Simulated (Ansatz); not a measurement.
# Be3BH3: what a guessed cell relaxes into, part 2 of 2

Where does this trial cell of Be3BH3 go when cell and atoms are let free?

Ansatz 0.2.0; DFT PBE, scalar-relativistic, plane waves, PAW.

## Step 4: Another rough relaxation

The end of the coarse run is made exact in the group found at a tolerance of 0.06 Å and reduced to its primitive cell.

File input.yaml:

```yaml
crystal:
  lattice:
    - [3.449359014, 0.0, 0.0]
    - [0.0, 3.449359014, 0.0]
    - [0.0, 0.0, 3.449359014]
  atoms:
    - { symbol: Be, position: [0.5, 0.0, 0.0] }
    - { symbol: Be, position: [0.0, 0.5, 0.0] }
    - { symbol: Be, position: [0.0, 0.0, 0.5] }
    - { symbol: B, position: [0.5, 0.5, 0.5] }
    - { symbol: H, position: [0.5, 0.5, 0.0] }
    - { symbol: H, position: [0.0, 0.5, 0.5] }
    - { symbol: H, position: [0.5, 0.0, 0.5] }
basis:
  ecutwfc: 420
kpoints:
  mp_grid: { grid: [6, 6, 6] }
hamiltonian:
  xc: pbe
scf:
  occupations: { method: gaussian, width: 0.1 }
  lower_state_search: "off"
output:
  forces: true
  stress: true
  eigenvalues: true
relax:
  adjacent_minimum: "off"
  f_tol: 0.04
  max_steps: 70
  cell: { stress_tol: 0.4 }
```

Launch:

```console
$ ansatz run input.yaml --threads 1 --pin off --max-ram 2048MiB --backend cpu --events-out ev --progress --plain --runs-dir out
```

The program printed, cut to the lines that bear on the results:

```text
[...]
relax step   3: F+E_penalty+E_count = -475.77965539 eV  Δ(F+E_penalty+E_count) = +2.495e-4 eV  max|allowed force component| = 2.125e-31 eV/Å  Δτ_max = 0.0000 Å  P = -0.187 GPa  Ω = 40.923 Å³  stress off target by 1.87e-1 GPa  SCF on the basis re-selected at this cell (its energy is not [...]
SCF converged after 7 iterations
Free energy (F): -475.779655 eV
[...]
E sigma→0 (E₀):  -475.778209 eV
Entropy (-TS):   -0.002892 eV (-0.413 meV/atom)
Fermi energy:    7.830935 eV
[...]
--- Forces (eV/Å), atoms counted from 1 ---
  atom   1  Be    -0.00000000     0.00000000    -0.00000000
  atom   2  Be    -0.00000000     0.00000000     0.00000000
  atom   3  Be     0.00000000     0.00000000     0.00000000
  atom   4  B      0.00000000     0.00000000     0.00000000
  atom   5  H     -0.00000000     0.00000000     0.00000000
[...]
--- Relaxed structure (2 steps of the walk, 2 accepted, 1 SCFs on fresh bases) ---
  F+E_penalty+E_count = -475.77965539 eV   max|allowed force component| = 2.125e-31 eV/Å   (the final SCF, on the basis selected at the relaxed cell)
  cell:  # Å, volume = 40.9229 Å³
    - [3.4460554996366968, -8.024708101613482e-36, -2.8086478355647186e-35]
    - [-8.024708101613482e-36, 3.4460554996366968, -4.012354050806741e-36]
    - [-2.8086478355647186e-35, -4.012354050806741e-36, 3.4460554996366968]
  atoms:
    - { symbol: Be, position: [0.5, -9.222651385205787e-36, 1.3293911906602941e-36] }
    - { symbol: Be, position: [-3.821999673148344e-36, 0.5, 4.819043066143564e-36] }
    - { symbol: Be, position: [5.483738661473711e-36, -1.0801303424114878e-36, 0.5] }
    - { symbol: B, position: [0.5, 0.5, 0.5] }
    - { symbol: H, position: [0.5, 0.5, -5.6499125603062476e-36] }
    - { symbol: H, position: [5.317564762641173e-35, 0.5, 0.5] }
    - { symbol: H, position: [0.5, -4.569782217894757e-36, 0.5] }
```

Run time: 1.6 s. Hardware: 1 thread of Intel Xeon 6975P-C (Granite Rapids), shared host; peak memory 0.36 GiB.

## Step 5: Relaxation on the finer mesh

The end of the coarse run is made exact in the group found at a tolerance of 0.06 Å and reduced to its primitive cell.

File input.yaml:

```yaml
crystal:
  lattice:
    - [3.4460554996, 0.0, 0.0]
    - [0.0, 3.4460554996, 0.0]
    - [0.0, 0.0, 3.4460554996]
  atoms:
    - { symbol: Be, position: [0.5, 0.0, 0.0] }
    - { symbol: Be, position: [0.0, 0.5, 0.0] }
    - { symbol: Be, position: [0.0, 0.0, 0.5] }
    - { symbol: B, position: [0.5, 0.5, 0.5] }
    - { symbol: H, position: [0.5, 0.5, 0.0] }
    - { symbol: H, position: [0.0, 0.5, 0.5] }
    - { symbol: H, position: [0.5, 0.0, 0.5] }
basis:
  ecutwfc: 420
kpoints:
  mp_grid: { grid: [12, 12, 12] }
hamiltonian:
  xc: pbe
scf:
  occupations: { method: gaussian, width: 0.1 }
output:
  forces: true
  stress: true
  eigenvalues: true
  write_density: true
  write_potential: true
  elf: true
  volumetric_format: npy
relax:
  adjacent_minimum: "off"
  f_tol: 0.01
  max_steps: 80
  cell: { stress_tol: 0.05 }
```

Launch:

```console
$ ansatz run input.yaml --threads 1 --pin off --max-ram 2048MiB --backend cpu --events-out ev --progress --plain --runs-dir out
```

The program printed:

```text
Warning: RAYON_NUM_THREADS=1 ignored (pool sized by the plan → 1); use --threads N
[... 10 set-up lines as earlier in the session ...]
Crystal: 7 atoms, lattice volume = 40.923 Å³
Basis set: ecut = 420 eV, 799 PW (Γ), exchange–correlation on 48×48×48 points (8 copies of the dense FFT grid, shifted against one another)
Bands: 13, of which v1, the nominal top of the filled ones, is band 6 counted from 1 (5 counted from 0)
[... 1 set-up line as earlier in the session ...]
Space group: Pm-3m (ITA 221), of the structure as read, at distance tolerance 3.4e-5 Å
k-points: 84 of 1728
[... 10 set-up lines as earlier in the session ...]
SCF iter   1: F=—  HF=-475.796755 eV  |F-HF|=—  |Δ(HF+E_count)|=         —  Δρ=5.99e-3  dr2=1.56e-2  ethr=1.77e-3  ⟨swp⟩=5.0  Hψ=6583  notcnv=0  defer=7
preconditioner: auto → none  [metal: Δε(μ)=0.020 eV  Ē_g=10.996 eV  σ=0.100 eV  W_gap=0.11  n_scr=6 (ndim 8)  ℏωp=20.1 eV  f_vac=0.000  D(μ)=1.99/eV (n_scr^D=18)  sad-step TF]
SCF iter   2: F=—  HF=-475.795842 eV  |F-HF|=—  |Δ(HF+E_count)|=   9.13e-4  Δρ=3.86e-3  dr2=6.85e-3  ethr=1.30e-4  ⟨swp⟩=1.0  Hψ=1764  notcnv=0  defer=18
SCF iter   3: F=—  HF=-475.794574 eV  |F-HF|=—  |Δ(HF+E_count)|=   1.27e-3  Δρ=2.23e-4  dr2=2.14e-5  ethr=5.71e-5  ⟨swp⟩=2.1  Hψ=1355  notcnv=0  defer=19
SCF iter   4: F=—  HF=-475.794586 eV  |F-HF|=—  |Δ(HF+E_count)|=   1.23e-5  Δρ=4.53e-5  dr2=6.72e-7  ethr=1.78e-7  ⟨swp⟩=2.4  Hψ=1411  notcnv=0  defer=19
iter 5 did not close the SCF: its close was put off for the readings that it lacked (scf_convergence_deferred on its scf_iter line)
SCF iter   5: F=-475.794587 eV  HF=-475.794587 eV  |F-HF|=2.07e-8  |Δ(HF+E_count)|=   4.96e-7  Δρ=8.46e-6  dr2=1.34e-8  ethr=5.60e-9  ⟨swp⟩=2.3  Hψ=1447  notcnv=0  defer=19
SCF iter   6: F=-475.794587 eV  HF=-475.794587 eV  |F-HF|=3.55e-10  |Δ(HF+E_count)|=   2.30e-8  Δρ=1.05e-6  dr2=6.11e-10  ethr=1.12e-10  ⟨swp⟩=7.3  Hψ=5861  notcnv=0
SCF 1 converged in 6 iterations: F = -475.794587 eV  dr2 = 6.11e-10
relax step   1: F+E_penalty+E_count = -475.79458658 eV  Δ(F+E_penalty+E_count) = +0.000e0 eV  max|allowed force component| = 4.376e-30 eV/Å  Δτ_max = 0.0000 Å  P = -0.788 GPa  Ω = 40.923 Å³  (6 SCF iters, dr2 threshold 1.00e-7 eV, accepted)
Crystal: 7 atoms, lattice volume = 40.739 Å³
[... 2 set-up lines as earlier in the session ...]
iter 1 solved again at ethr=6.52e-8 eV; its pass at ethr=3.10e-3 eV (dr2=7.82e-6 eV) is discarded
SCF iter   1: F=—  HF=-475.795478 eV  |F-HF|=—  |Δ(HF+E_count)|=         —  Δρ=1.89e-4  dr2=8.06e-6  ethr=6.52e-8  ⟨swp⟩=2.2  Hψ=6730  notcnv=0
preconditioner: auto → none  [metal: Δε(μ)=0.021 eV  Ē_g=11.025 eV  σ=0.100 eV  W_gap=0.12  n_scr=6 (ndim 8)  ℏωp=20.2 eV  f_vac=0.000  D(μ)=1.91/eV (n_scr^D=18)]
SCF iter   2: F=—  HF=-475.795463 eV  |F-HF|=—  |Δ(HF+E_count)|=   1.41e-5  Δρ=8.90e-5  dr2=1.63e-6  ethr=6.52e-8  ⟨swp⟩=1.0  Hψ=1092  notcnv=0
iter 3 did not close the SCF: its close was put off for the readings that it lacked (scf_convergence_deferred on its scf_iter line)
SCF iter   3: F=-475.795462 eV  HF=-475.795462 eV  |F-HF|=3.81e-9  |Δ(HF+E_count)|=   1.15e-6  Δρ=5.30e-6  dr2=7.74e-9  ethr=1.36e-8  ⟨swp⟩=2.0  Hψ=1589  notcnv=0
iter 4 did not close the SCF: its close was put off for the readings that it lacked (scf_convergence_deferred on its scf_iter line)
SCF iter   4: F=-475.795462 eV  HF=-475.795462 eV  |F-HF|=9.36e-11  |Δ(HF+E_count)|=   1.49e-9  Δρ=8.02e-7  dr2=8.70e-11  ethr=6.45e-11  ⟨swp⟩=2.2  Hψ=1613  notcnv=0
iter 5 did not close the SCF: its close was put off for the readings that it lacked (scf_convergence_deferred on its scf_iter line)
SCF iter   5: F=-475.795462 eV  HF=-475.795462 eV  |F-HF|=4.32e-12  |Δ(HF+E_count)|=  9.80e-11  Δρ=1.57e-7  dr2=3.31e-12  ethr=1.00e-12  ⟨swp⟩=2.0  Hψ=1512  notcnv=0
SCF iter   6: F=-475.795462 eV  HF=-475.795462 eV  |F-HF|=1.14e-13  |Δ(HF+E_count)|=  4.77e-12  Δρ=7.06e-9  dr2=1.06e-14  ethr=1.00e-12  ⟨swp⟩=3.1  Hψ=3580  notcnv=0
SCF 2 converged in 6 iterations: F = -475.795462 eV  dr2 = 1.06e-14
relax step   2: F+E_penalty+E_count = -475.79546234 eV  Δ(F+E_penalty+E_count) = -8.758e-4 eV  max|allowed force component| = 1.399e-30 eV/Å  Δτ_max = 0.0000 Å  P = -0.279 GPa  Ω = 40.739 Å³  energy of the carried Pulay correction = +2.615e-4 eV  (6 SCF iters, dr2 threshold 7.00e-7 eV, accepted)
Crystal: 7 atoms, lattice volume = 40.638 Å³
iter 1 solved again at ethr=1.96e-8 eV; its pass at ethr=3.10e-3 eV (dr2=2.35e-6 eV) is discarded
SCF iter   1: F=—  HF=-475.795710 eV  |F-HF|=—  |Δ(HF+E_count)|=         —  Δρ=1.04e-4  dr2=2.42e-6  ethr=1.96e-8  ⟨swp⟩=2.3  Hψ=6749  notcnv=0
preconditioner: auto → none  [metal: Δε(μ)=0.019 eV  Ē_g=11.044 eV  σ=0.100 eV  W_gap=0.11  n_scr=6 (ndim 8)  ℏωp=20.2 eV  f_vac=0.000  D(μ)=1.91/eV (n_scr^D=18)]
SCF iter   2: F=—  HF=-475.795693 eV  |F-HF|=—  |Δ(HF+E_count)|=   1.71e-5  Δρ=4.92e-5  dr2=4.94e-7  ethr=1.96e-8  ⟨swp⟩=2.0  Hψ=1602  notcnv=0
iter 3 did not close the SCF: its close was put off for the readings that it lacked (scf_convergence_deferred on its scf_iter line)
SCF iter   3: F=-475.795693 eV  HF=-475.795693 eV  |F-HF|=1.12e-9  |Δ(HF+E_count)|=   3.44e-7  Δρ=2.65e-6  dr2=2.19e-9  ethr=4.12e-9  ⟨swp⟩=2.0  Hψ=1608  notcnv=0
iter 4 did not close the SCF: its close was put off for the readings that it lacked (scf_convergence_deferred on its scf_iter line)
SCF iter   4: F=-475.795693 eV  HF=-475.795693 eV  |F-HF|=3.47e-11  |Δ(HF+E_count)|=  2.94e-10  Δρ=4.70e-7  dr2=2.81e-11  ethr=1.83e-11  ⟨swp⟩=2.1  Hψ=1578  notcnv=0
iter 5 did not close the SCF: its close was put off for the readings that it lacked (scf_convergence_deferred on its scf_iter line)
SCF iter   5: F=-475.795693 eV  HF=-475.795693 eV  |F-HF|=1.82e-12  |Δ(HF+E_count)|=  3.62e-11  Δρ=9.12e-8  dr2=8.76e-13  ethr=1.00e-12  ⟨swp⟩=1.0  Hψ=1092  notcnv=0
SCF iter   6: F=-475.795693 eV  HF=-475.795693 eV  |F-HF|=1.71e-13  |Δ(HF+E_count)|=  1.82e-12  Δρ=5.16e-9  dr2=2.72e-15  ethr=1.00e-12  ⟨swp⟩=3.0  Hψ=3572  notcnv=0
SCF 3 converged in 6 iterations: F = -475.795693 eV  dr2 = 2.72e-15
relax step   3: F+E_penalty+E_count = -475.79569255 eV  Δ(F+E_penalty+E_count) = -2.302e-4 eV  max|allowed force component| = 9.520e-31 eV/Å  Δτ_max = 0.0000 Å  P = +0.003 GPa  Ω = 40.638 Å³  energy of the carried Pulay correction = +4.048e-4 eV  (6 SCF iters, dr2 threshold 1.95e-7 eV, accepted)
[... 1 set-up line as earlier in the session ...]
iter 1 solved again at ethr=5.99e-8 eV; its pass at ethr=3.10e-3 eV (dr2=7.18e-6 eV) is discarded
SCF iter   1: F=—  HF=-475.795276 eV  |F-HF|=—  |Δ(HF+E_count)|=         —  Δρ=2.20e-5  dr2=2.59e-8  ethr=5.99e-8  ⟨swp⟩=3.0  Hψ=9023  notcnv=0
SCF iter   2: F=—  HF=-475.795260 eV  |F-HF|=—  |Δ(HF+E_count)|=   1.62e-5  Δρ=1.10e-5  dr2=5.47e-9  ethr=2.16e-10  ⟨swp⟩=2.0  Hψ=1625  notcnv=0
SCF iter   3: F=—  HF=-475.795260 eV  |F-HF|=—  |Δ(HF+E_count)|=   2.64e-8  Δρ=1.40e-6  dr2=1.75e-10  ethr=4.56e-11  ⟨swp⟩=2.2  Hψ=1591  notcnv=0
iter 4 did not close the SCF: its close was put off for the readings that it lacked (scf_convergence_deferred on its scf_iter line)
SCF iter   4: F=-475.795260 eV  HF=-475.795260 eV  |F-HF|=2.48e-11  |Δ(HF+E_count)|=  3.85e-10  Δρ=3.51e-7  dr2=1.06e-11  ethr=1.46e-12  ⟨swp⟩=2.4  Hψ=1622  notcnv=0
iter 5 did not close the SCF: its close was put off for the readings that it lacked (scf_convergence_deferred on its scf_iter line)
SCF iter   5: F=-475.795260 eV  HF=-475.795260 eV  |F-HF|=1.99e-12  |Δ(HF+E_count)|=  2.46e-11  Δρ=1.01e-7  dr2=1.32e-12  ethr=1.00e-12  ⟨swp⟩=1.0  Hψ=1092  notcnv=0
iter 6 did not close the SCF: its close was put off for the readings that it lacked (scf_convergence_deferred on its scf_iter line)
SCF iter   6: F=-475.795260 eV  HF=-475.795260 eV  |F-HF|=1.14e-13  |Δ(HF+E_count)|=  1.99e-12  Δρ=1.66e-8  dr2=3.43e-14  ethr=1.00e-12  ⟨swp⟩=1.0  Hψ=1092  notcnv=0
iter 7 did not close the SCF: its close was put off for the readings that it lacked (scf_convergence_deferred on its scf_iter line)
SCF iter   7: F=-475.795260 eV  HF=-475.795260 eV  |F-HF|=0.00e0  |Δ(HF+E_count)|=  1.14e-13  Δρ=2.84e-9  dr2=1.04e-15  ethr=1.00e-12  ⟨swp⟩=1.0  Hψ=1092  notcnv=0
SCF iter   8: F=-475.795260 eV  HF=-475.795260 eV  |F-HF|=4.55e-13  |Δ(HF+E_count)|=  2.27e-13  Δρ=5.50e-10  dr2=3.54e-17  ethr=1.00e-12  ⟨swp⟩=2.0  Hψ=3031  notcnv=0
SCF 4 converged in 8 iterations: F = -475.795260 eV  dr2 = 3.54e-17
relax step   4: F+E_penalty+E_count = -475.79526009 eV  Δ(F+E_penalty+E_count) = +4.325e-4 eV  max|allowed force component| = 3.569e-31 eV/Å  Δτ_max = 0.0000 Å  P = -0.003 GPa  Ω = 40.638 Å³  stress off target by 2.65e-3 GPa  SCF on the basis re-selected at this cell (its energy is not comparable with the rows above)  (8 SCF iters)
basis re-selected at this cell: Δ(F+E_penalty+E_count) = +4.325e-4 eV, ΔP = -0.005 GPa vs the last step (what re-selecting the basis moved, of the pressure what is left beyond the Pulay correction that the steps carried, after the strain that the cell walked since its last selection, with what the two solves' SCF thresholds leave and, on support functions, any second-order correction that the steps lacked; it is no measure of the basis error at this ecutwfc). This SCF's stress stands 2.65e-3 GPa from its target on what of the cell is left free (relax.cell.stress_tol is 5.00e-2 GPa) and its largest allowed force component is 3.57e-31 eV/Å (relax.f_tol is 1.00e-2 eV/Å): within both
SCF converged after 8 iterations
Free energy (F): -475.795260 eV
Harris-Foulkes:  -475.795260 eV  (|F-HF|=4.55e-13)
Internal energy: -475.785720 eV  (E = F + TS)
E sigma→0 (E₀):  -475.790490 eV
Entropy (-TS):   -0.009540 eV (-1.363 meV/atom)
Fermi energy:    8.117413 eV
--- Per-component energies (eV) ---
  E_band       = 20.719536
  E_kinetic    = 145.518053
  E_local      = -35.879066  (includes V_loc(G=0)·N_el)
  E_nonlocal   = 29.684815
  E_hartree    = 11.879313
  E_xc         = -117.312158
  E_vxc        = -134.334563  (∫ρ·V_xc dr)
  E_paw        = -257.968051  (= ΣΔE_a)
  E_vpaw       = -8.025232  (= ΣTr[D̂ρ^β])
  E_aug_tail   = -0.003098  (compensation charges beyond the density's cutoff)
  E_ewald      = -251.705528
  E_smearing   = -0.009540  (= −TS)
  E_closure    = 0.000000  (closes the sum)
  Σ components = -475.795260   (vs F -475.795260, Δ=0.00e0)
--- Forces (eV/Å), atoms counted from 1 ---
  atom   1  Be     0.00000000     0.00000000     0.00000000
  atom   2  Be     0.00000000    -0.00000000    -0.00000000
  atom   3  Be     0.00000000    -0.00000000     0.00000000
  atom   4  B      0.00000000     0.00000000    -0.00000000
  atom   5  H     -0.00000000     0.00000000     0.00000000
  atom   6  H     -0.00000000     0.00000000     0.00000000
  atom   7  H      0.00000000     0.00000000     0.00000000
  max |Σ_I F_I| component: 6.16e-31 eV/Å
--- Stress (GPa, compression-positive) ---
       -0.002651      -0.000000       0.000000
       -0.000000      -0.002651      -0.000000
        0.000000      -0.000000      -0.002651
  P = ⅓ Tr σ = -0.0027 GPa (-0.027 kbar)
--- Band table (eV; the first three rows and the last of 84) ---
  k-point 0: bands = ["-6.7159", "3.2498", "3.2498", "3.9448", "3.9448", "3.9448", "7.1493", "12.9359", "12.9359", "12.9359", "14.3297", "14.3297", "14.3297"]
  k-point 1: bands = ["-6.6509", "2.0824", "3.2371", "4.0245", "4.0245", "4.9477", "7.5011", "12.6135", "12.6959", "12.6959", "14.1352", "14.1352", "14.3021"]
  k-point 2: bands = ["-6.4576", "0.6806", "3.2016", "4.2607", "4.2607", "5.7261", "8.6787", "11.8383", "11.8383", "11.9154", "14.0751", "14.0751", "14.2312"]
  k-point 83: bands = ["-1.6300", "-1.6300", "-1.6300", "1.4048", "3.5053", "6.2882", "6.2882", "6.2882", "16.5494", "16.5494", "16.5494", "20.5952", "20.5952"]
--- Relaxed structure (3 steps of the walk, 3 accepted, 1 SCFs on fresh bases) ---
  F+E_penalty+E_count = -475.79526009 eV   max|allowed force component| = 3.569e-31 eV/Å   (the final SCF, on the basis selected at the relaxed cell)
  cell:  # Å, volume = 40.6382 Å³
    - [3.4380457771746458, 7.061743129419864e-34, -6.419766481290786e-35]
    - [7.061743129419864e-34, 3.4380457771746458, -3.209883240645393e-35]
    - [-6.419766481290786e-35, -3.209883240645393e-35, 3.4380457771746458]
  atoms:
    - { symbol: Be, position: [0.5, -4.5907962976019125e-35, 1.3472989134267432e-35] }
    - { symbol: Be, position: [-3.027264225230156e-35, 0.5, -9.813658752120204e-36] }
    - { symbol: Be, position: [-3.027264225230308e-35, 6.6533279675217455e-37, 0.5] }
    - { symbol: B, position: [0.5, 0.5, 0.5] }
    - { symbol: H, position: [0.5, 0.5, -4.989995975651482e-37] }
    - { symbol: H, position: [5.821661971599395e-35, 0.5, 0.5] }
    - { symbol: H, position: [0.5, 6.486994768350946e-36, 0.5] }
```

It took 6.1 s on 1 thread of Intel Xeon 6975P-C (Granite Rapids), shared host; peak memory 0.41 GiB.

Relaxation path:

```csv
step,E - E(step 1) (eV/cell),largest force component (eV/Å),pressure (GPa),volume (Å³)
1,0.0000,0.0000,-0.79,40.92
2,-0.0009,0.0000,-0.28,40.74
3,-0.0011,0.0000,0.00,40.64
4,-0.0007,0.0000,0.00,40.64
```

Step 1 is the start. Step 4 repeats the geometry before it on a plane-wave basis chosen anew for that cell, so its energy need not be comparable with the rows above.

|  | before | after | change |
| --- | --- | --- | --- |
| a (Å) | 3.446 | 3.438 | -0.2 % |
| b (Å) | 3.446 | 3.438 | -0.2 % |
| c (Å) | 3.446 | 3.438 | -0.2 % |
| volume (Å³/atom) | 5.85 | 5.81 | -0.7 % |
| shortest distance (Å) | 1.723 | 1.719 | -0.2 % |
| space group (0.01 Å) | Pm-3m | Pm-3m | same |

The run keeps the 48 symmetry operations of the start, so it could not have lowered the symmetry.

Density in a lattice plane of the grid's cell (edges 3.44 and 3.44 Å, at 0.500 of the third edge), which holds Be and B and H.

Ten even steps from '0' (0.05 e/Å³) to '9' (1.74 e/Å³):
```
000011112346764321111000
000011111234443211111000
000111111222322211111100
111111111122222111111111
111111111222222211111111
111111112222222221111111
222111122233333222111122
443222222333233322222234
764322223322122332222346
975322223321112332222357
764322223322122332222346
443222222333233322222234
222111122233333222111122
111111112222222221111111
111111111222222211111111
111111111122222111111111
000111111222322211111100
000011111234443211111000
000011112346764321111000
000011112357975321111000
```
Columns run along the first of these edges and rows up along the second, over one cell in 24 and 20 even steps from the bottom left corner. Atoms in the plane (fractional): Be at (1.00, 1.00), B at (0.50, 0.50), H at (0.50, 1.00), H at (0.00, 0.50).

ELF in the same plane.

Ten even steps from '0' (0.00) to '9' (0.98):
```
000013456899999865431000
000123455788988755432100
111233445567776554433211
333333444556665544433333
444434445566666554443444
655444455666666655444455
776555556654445665555567
998755666432123466655789
999866665310001356666899
999866665210001256666899
999866665310001356666899
998755666432123466655789
776555556654445665555567
655444455666666655444455
444434445566666554443444
333333444556665544433333
111233445567776554433211
000123455788988755432100
000013456899999865431000
000013457899999875431000
```
Columns run along the first of these edges and rows up along the second, over one cell in 24 and 20 even steps from the bottom left corner. Atoms in the plane (fractional): Be at (1.00, 1.00), B at (0.50, 0.50), H at (0.50, 1.00), H at (0.00, 0.50).

Both are smooth fields of the valence electrons: close to the nuclei they are not physical.

The highest ELF values outside the cores: 0.98 at H; 0.67 in the shell around B, 0.8 Å from B; 0.56 on the Be–Be line, 1.0 Å from Be.

## Step 6: What came out

The summary covers parts 1 to 2. Changes of volume or cell count from the first structure of part 1.

```
                                                              quantity                                                                      value
                                symmetry at the end (tolerance 0.05 Å)                                                space group Pm-3m (No. 221)
                                                     conventional cell  a = 3.438 Å, b = 3.438 Å, c = 3.438 Å, α = 90.00°, β = 90.00°, γ = 90.00°
                                                                volume                                                               5.81 Å³/atom
energy over the elements (uncorrected; H, N, O, F and Cl as molecules)                                                              +0.86 eV/atom
                                                       gap on the mesh                                                               none (metal)
```

**Reading.** The space group Pm-3m (No. 221) is kept, and the volume per atom shrinks by 24.0 % from the first guess. The formation energy is positive, so the separate elements lie lower. No finished test with a distortion of lower symmetry is shown, so the end may be a saddle point.
